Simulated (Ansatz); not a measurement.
# CH4AlCl3O: two geometries relaxed

Are the two ends of the reaction (exchange4) separate minima, and which lies lower? Each is relaxed from a guess. Meant to form: Al1–O6, H5–Cl2; to break: Al1–Cl2, H5–O6. The start is a guess near the saddle point, from which both ends are pulled out.

Program: Ansatz 0.2.0. Level of theory: RKS PBE-D4/6-31G*. These are calculated values, not measurements.

## 1. Starting point

Bond lengths: Al1–Cl2 2.604 Å, Al1–Cl3 2.012 Å, Al1–Cl4 2.016 Å, Al1–O6 2.181 Å, O6–C7 1.405 Å, C7–H8 1.093 Å, C7–H9 1.093 Å, C7–H10 1.091 Å. Angles: Cl2–Al1–Cl3 105.3°, Cl2–Al1–Cl4 107.6°, Cl2–Al1–O6 74.5°, Cl3–Al1–Cl4 138.8°, Cl3–Al1–O6 102.4°, Cl4–Al1–O6 109.6°, Al1–O6–C7 140.3°, O6–C7–H8 112.0°, O6–C7–H9 109.0°, O6–C7–H10 108.2°, H8–C7–H9 109.4°, H8–C7–H10 109.0°, H9–C7–H10 109.2°.

As a file:

```xyz
10

Al    0.2712   -1.7588    0.3042
Cl    2.5347   -0.6429   -0.3359
Cl   -0.1738   -2.9796   -1.2323
Cl    0.1272   -1.7365    2.3153
H     1.0146    0.1902   -0.6082
O    -0.2502    0.2047   -0.4900
C    -0.7702    1.4391   -0.0646
H    -0.3422    1.7566    0.8895
H    -0.5613    2.1942   -0.8262
H    -1.8501    1.3331    0.0482
```

## 2. A restrained relaxation towards end A

Springs on the bonds that form and break draw the guess towards this end; the thresholds are loose.

File input.yaml:

```yaml
crystal:
  periodic: [false, false, false]
  atoms:
    - { symbol: Al, position_ang: [0.2712, -1.7588, 0.3042] }
    - { symbol: Cl, position_ang: [2.5347, -0.6429, -0.3359] }
    - { symbol: Cl, position_ang: [-0.1738, -2.9796, -1.2323] }
    - { symbol: Cl, position_ang: [0.1272, -1.7365, 2.3153] }
    - { symbol: H, position_ang: [1.0146, 0.1902, -0.6082] }
    - { symbol: O, position_ang: [-0.2502, 0.2047, -0.49] }
    - { symbol: C, position_ang: [-0.7702, 1.4391, -0.0646] }
    - { symbol: H, position_ang: [-0.3422, 1.7566, 0.8895] }
    - { symbol: H, position_ang: [-0.5613, 2.1942, -0.8262] }
    - { symbol: H, position_ang: [-1.8501, 1.3331, 0.0482] }
basis:
  gaussian: { orbitals: "6-31G*" }
hamiltonian:
  xc: pbe
  dispersion: d4
relax:
  f_tol: 0.15
  max_steps: 25
  restrain:
    - { distance: [0, 5], at: 3.17, k: 30.0 }
    - { distance: [4, 1], at: 2.63, k: 30.0 }
    - { distance: [0, 1], at: 2.23, k: 30.0 }
    - { distance: [4, 5], at: 0.97, k: 30.0 }
```

Launch:

```
$ ansatz run input.yaml --threads 2 --pin off --max-ram 3072MiB --backend cpu --events-out ev --progress --plain --runs-dir out
```

The log of the run, cut to the lines that bear on the results:

```text
Warning: RAYON_NUM_THREADS=2 ignored (pool sized by the plan → 2); use --threads N
[...]
Functional definition: PBE
[...]
1367 factors; their error is unknown
[...]
mean field -47294.03412482 eV, -1738.0236970393 hartree, gradient 4.3e-5 eV, S^2 0.000000; 0 other end points of the search recorded, 0 dependent functions left out
[...]
reference -47294.03416504 eV, -1738.0236985174 hartree; 41, 41 occupied and 73, 73 virtual orbitals, 1367 factors
relax step   1: F+E_penalty+E_count = -47294.31753532 eV  Δ(F+E_penalty+E_count) = +0.000e0 eV  max|allowed force component| = 3.492e0 eV/Å  E_restraint = 29.60297985 eV  max|allowed force component, restraints' pulls added| = 3.390e1 eV/Å  Δτ_max = 0.0000 Å  (27 SCF iters, accepted)
[...]
relax step   6: F+E_penalty+E_count = -47294.96131249 eV  Δ(F+E_penalty+E_count) = -1.200e-1 eV  max|allowed force component| = 1.182e0 eV/Å  E_restraint = 0.02586742 eV  max|allowed force component, restraints' pulls added| = 2.230e-1 eV/Å  Δτ_max = 0.1949 Å  (26 SCF iters, accepted)
[...]
relax step   7: F+E_penalty+E_count = -47295.00241102 eV  Δ(F+E_penalty+E_count) = -4.110e-2 eV  max|allowed force component| = 1.027e0 eV/Å  E_restraint = 0.02491700 eV  max|allowed force component, restraints' pulls added| = 5.503e-2 eV/Å  Δτ_max = 0.1997 Å  (27 SCF iters, accepted)
  distance Al 0 - O 5 = 3.1496 Å
  distance H 4 - Cl 1 = 2.6344 Å
  distance Al 0 - Cl 1 = 2.1956 Å
  distance H 4 - O 5 = 0.9768 Å
1367 factors; their error is unknown
[...]
mean field -47294.74991581 eV, -1738.0500018730 hartree, gradient 1.2e-5 eV, S^2 0.000000; 1 other end points of the search recorded, 0 dependent functions left out
[...]
reference -47294.74995678 eV, -1738.0500033787 hartree; 41, 41 occupied and 73, 73 virtual orbitals, 1367 factors
Total energy: -47295.00245199 eV, -1738.0592824066 hartree
Atom 0 at     0.725250    -2.119168     0.402577 Å, force     0.651913     1.027476    -0.571808 eV/Å
Atom 1 at     2.539576    -1.015656    -0.155390 Å, force    -0.773607    -0.580502     0.304530 eV/Å
Atom 2 at    -0.124712    -3.444677    -0.971407 Å, force     0.016810    -0.026038     0.022773 eV/Å
Atom 3 at     0.070346    -2.013884     2.386686 Å, force    -0.011895     0.022349     0.005191 eV/Å
Atom 4 at     0.716596     0.705631    -0.964094 Å, force     0.146454     0.092433    -0.062777 eV/Å
Atom 5 at    -0.249628     0.572344    -0.911028 Å, force    -0.036499    -0.526765     0.271541 eV/Å
Atom 6 at    -0.793562     1.624589    -0.105530 Å, force     0.023810     0.022790     0.044728 eV/Å
Atom 7 at    -0.321723     1.687562     0.894102 Å, force     0.012838    -0.008033     0.001233 eV/Å
Atom 8 at    -0.701664     2.608609    -0.607353 Å, force    -0.016451    -0.043682     0.010630 eV/Å
Atom 9 at    -1.860579     1.394750     0.031438 Å, force    -0.013372     0.019973    -0.026042 eV/Å
Dipole moment:    -0.043157     0.395292     0.095937 e Å
```

Run time: 16 s. Hardware: 2 threads of Intel Xeon 6975P-C (Granite Rapids), shared host; peak memory 0.18 GiB.

Relaxation path:

```tsv
step	energy from step 1 (eV)	largest force component (eV/Å)
1	0.0000	3.4919
2	-0.0325	4.8689
3	-0.0631	5.4385
4	-0.1944	3.8750
5	-0.5238	1.3496
6	-0.6438	1.1820
7	-0.6849	1.0275
```

Step 1 is the start. Energies and forces in the table leave out the springs, which the log lists apart; the run stops on the force with the springs' pull added.

After: Bond lengths: Al1–Cl2 2.196 Å, Al1–Cl3 2.090 Å, Al1–Cl4 2.092 Å, H5–O6 0.977 Å, O6–C7 1.432 Å, C7–H8 1.107 Å, C7–H9 1.108 Å, C7–H10 1.100 Å. Angles: Cl2–Al1–Cl3 119.2°, Cl2–Al1–Cl4 118.3°, Cl3–Al1–Cl4 121.9°, H5–O6–C7 107.8°, O6–C7–H8 112.8°, O6–C7–H9 111.5°, O6–C7–H10 106.6°, H8–C7–H9 108.8°, H8–C7–H10 108.2°, H9–C7–H10 108.8°.

Pairs that crossed the distance rule for bonds on the way: came closer H5–O6; moved apart Al1–O6.

## 3. End point A

It starts where the restrained run ended.

File input.yaml:

```yaml
crystal:
  periodic: [false, false, false]
  atoms:
    - { symbol: Al, position_ang: [0.72525, -2.119168, 0.402577] }
    - { symbol: Cl, position_ang: [2.539576, -1.015656, -0.15539] }
    - { symbol: Cl, position_ang: [-0.124712, -3.444677, -0.971407] }
    - { symbol: Cl, position_ang: [0.070346, -2.013884, 2.386686] }
    - { symbol: H, position_ang: [0.716596, 0.705631, -0.964094] }
    - { symbol: O, position_ang: [-0.249628, 0.572344, -0.911028] }
    - { symbol: C, position_ang: [-0.793562, 1.624589, -0.10553] }
    - { symbol: H, position_ang: [-0.321723, 1.687562, 0.894102] }
    - { symbol: H, position_ang: [-0.701664, 2.608609, -0.607353] }
    - { symbol: H, position_ang: [-1.860579, 1.39475, 0.031438] }
basis:
  gaussian: { orbitals: "6-31G*" }
hamiltonian:
  xc: pbe
  dispersion: d4
relax:
  f_tol: 0.03
  max_steps: 50
```

Launch:

```
$ ansatz run input.yaml --threads 2 --pin off --max-ram 3072MiB --backend cpu --events-out ev --progress --plain --runs-dir out
```

The log of the run, cut to the lines that bear on the results:

```text
Warning: RAYON_NUM_THREADS=2 ignored (pool sized by the plan → 2); use --threads N
[...]
[... 1 set-up line as earlier in the session ...]
[...]
1367 factors; their error is unknown
[...]
mean field -47294.74991806 eV, -1738.0500019558 hartree, gradient 4.6e-5 eV, S^2 0.000000; 0 other end points of the search recorded, 0 dependent functions left out
[...]
reference -47294.74995861 eV, -1738.0500034460 hartree; 41, 41 occupied and 73, 73 virtual orbitals, 1367 factors
relax step   1: F+E_penalty+E_count = -47295.00241330 eV  Δ(F+E_penalty+E_count) = +0.000e0 eV  max|allowed force component| = 1.028e0 eV/Å  Δτ_max = 0.0000 Å  (26 SCF iters, accepted)
[...]
relax step   4: F+E_penalty+E_count = -47295.77783183 eV  Δ(F+E_penalty+E_count) = -2.543e-1 eV  max|allowed force component| = 1.266e0 eV/Å  Δτ_max = 0.1939 Å  (28 SCF iters, accepted)
[...]
relax step   7: F+E_penalty+E_count = -47296.07924214 eV  Δ(F+E_penalty+E_count) = -4.301e-2 eV  max|allowed force component| = 2.084e-1 eV/Å  Δτ_max = 0.1439 Å  (27 SCF iters, accepted)
[...]
relax step  10: F+E_penalty+E_count = -47296.11108901 eV  Δ(F+E_penalty+E_count) = -6.156e-3 eV  max|allowed force component| = 4.308e-2 eV/Å  Δτ_max = 0.1032 Å  (28 SCF iters, accepted)
[...]
relax step  12: F+E_penalty+E_count = -47296.11006008 eV  Δ(F+E_penalty+E_count) = +1.029e-3 eV  max|allowed force component| = 1.363e-1 eV/Å  Δτ_max = 0.0959 Å  (28 SCF iters, rejected (line search))
[...]
relax step  13: F+E_penalty+E_count = -47296.11312858 eV  Δ(F+E_penalty+E_count) = -2.040e-3 eV  max|allowed force component| = 2.468e-2 eV/Å  Δτ_max = 0.0456 Å  (28 SCF iters, accepted)
[...]
1367 factors; their error is unknown
mean field -47295.81217006 eV, -1738.0890389968 hartree, gradient 1.5e-5 eV, S^2 0.000000; 0 other end points of the search recorded, 0 dependent functions left out
[...]
reference -47295.81221020 eV, -1738.0890404720 hartree; 41, 41 occupied and 73, 73 virtual orbitals, 1367 factors
```

## 4. More of the same log: end point A relaxed

The log, continued, cut to the lines that bear on the results:

```text
relax step  14: F+E_penalty+E_count = -47296.11512516 eV  Δ(F+E_penalty+E_count) = -1.997e-3 eV  max|allowed force component| = 6.566e-2 eV/Å  Δτ_max = 0.0962 Å  (28 SCF iters, accepted)
[...]
relax step  16: F+E_penalty+E_count = -47296.11753645 eV  Δ(F+E_penalty+E_count) = -1.353e-3 eV  max|allowed force component| = 8.741e-2 eV/Å  Δτ_max = 0.0266 Å  (26 SCF iters, accepted)
[...]
relax step  18: F+E_penalty+E_count = -47296.11937619 eV  Δ(F+E_penalty+E_count) = -3.640e-4 eV  max|allowed force component| = 8.228e-2 eV/Å  Δτ_max = 0.0518 Å  (28 SCF iters, accepted)
[...]
relax step  20: F+E_penalty+E_count = -47296.12143868 eV  Δ(F+E_penalty+E_count) = -4.224e-4 eV  max|allowed force component| = 7.223e-2 eV/Å  Δτ_max = 0.0504 Å  (27 SCF iters, accepted)
[...]
Atom 0 at     0.633956    -1.398114     0.164708 Å, force    -0.001559    -0.015662    -0.000680 eV/Å
Atom 1 at     2.674272    -1.527785    -0.433305 Å, force    -0.002925     0.003299    -0.000360 eV/Å
Atom 2 at    -0.823140    -2.527009    -0.883560 Å, force     0.002026     0.003733     0.004323 eV/Å
Atom 3 at     0.292828    -1.158585     2.254973 Å, force    -0.000766    -0.000406     0.002555 eV/Å
Atom 4 at     1.139129     0.942492    -0.479056 Å, force    -0.005440    -0.001867     0.003664 eV/Å
Atom 5 at     0.315937     0.407537    -0.516530 Å, force     0.010209     0.013982    -0.007729 eV/Å
Atom 6 at    -0.845189     1.189791    -0.091671 Å, force     0.007024    -0.003630    -0.004930 eV/Å
Atom 7 at    -0.771793     1.433409     0.978416 Å, force     0.005519     0.003479     0.012236 eV/Å
Atom 8 at    -0.902353     2.092664    -0.715657 Å, force    -0.000661     0.006919    -0.004953 eV/Å
Atom 9 at    -1.713747     0.545701    -0.278317 Å, force    -0.013427    -0.009847    -0.004126 eV/Å
Dipole moment:    -0.283678     1.255617    -0.205000 e Å
```

Wall time 43 s (2 threads of Intel Xeon 6975P-C (Granite Rapids), shared host); peak memory 0.17 GiB.

The steps of the relaxation:

```tsv
step	energy from step 1 (eV)	largest force component (eV/Å)
1	0.0000	1.0276
2	-0.2734	0.8676
3	-0.5212	1.2043
4	-0.7754	1.2664
5	-0.9335	1.2773
6	-1.0338	0.2998
7	-1.0768	0.2084
8	-1.0865	0.1860
9	-1.1025	0.0759
10	-1.1087	0.0431
11x	-1.1056	0.3098
12x	-1.1076	0.1363
13	-1.1107	0.0247
14	-1.1127	0.0657
15	-1.1138	0.1138
16	-1.1151	0.0874
17	-1.1166	0.0644
18	-1.1170	0.0823
19	-1.1186	0.0557
20	-1.1190	0.0722
21	-1.1193	0.0497
22	-1.1195	0.0157
```

Step 1 is the start. 2 steps were tried and not accepted (marked x).

After: Bond lengths: Al1–Cl2 2.130 Å, Al1–Cl3 2.120 Å, Al1–Cl4 2.131 Å, Al1–O6 1.956 Å, H5–O6 0.982 Å, O6–C7 1.463 Å, C7–H8 1.100 Å, C7–H9 1.099 Å, C7–H10 1.097 Å. Angles (14 of 15 angles, heavy atoms first): Cl2–Al1–Cl3 119.1°, Cl2–Al1–Cl4 115.8°, Cl2–Al1–O6 96.6°, Cl3–Al1–Cl4 115.8°, Cl3–Al1–O6 102.0°, Cl4–Al1–O6 102.2°, Al1–O6–C7 121.4°, Al1–O6–H5 110.7°, H5–O6–C7 111.3°, O6–C7–H8 110.4°, O6–C7–H9 108.4°, O6–C7–H10 105.4°, H8–C7–H9 112.0°, H8–C7–H10 110.4°.

Pairs that crossed the distance rule for bonds on the way: came closer Al1–O6.

(Part 1 of 2 ends here.)
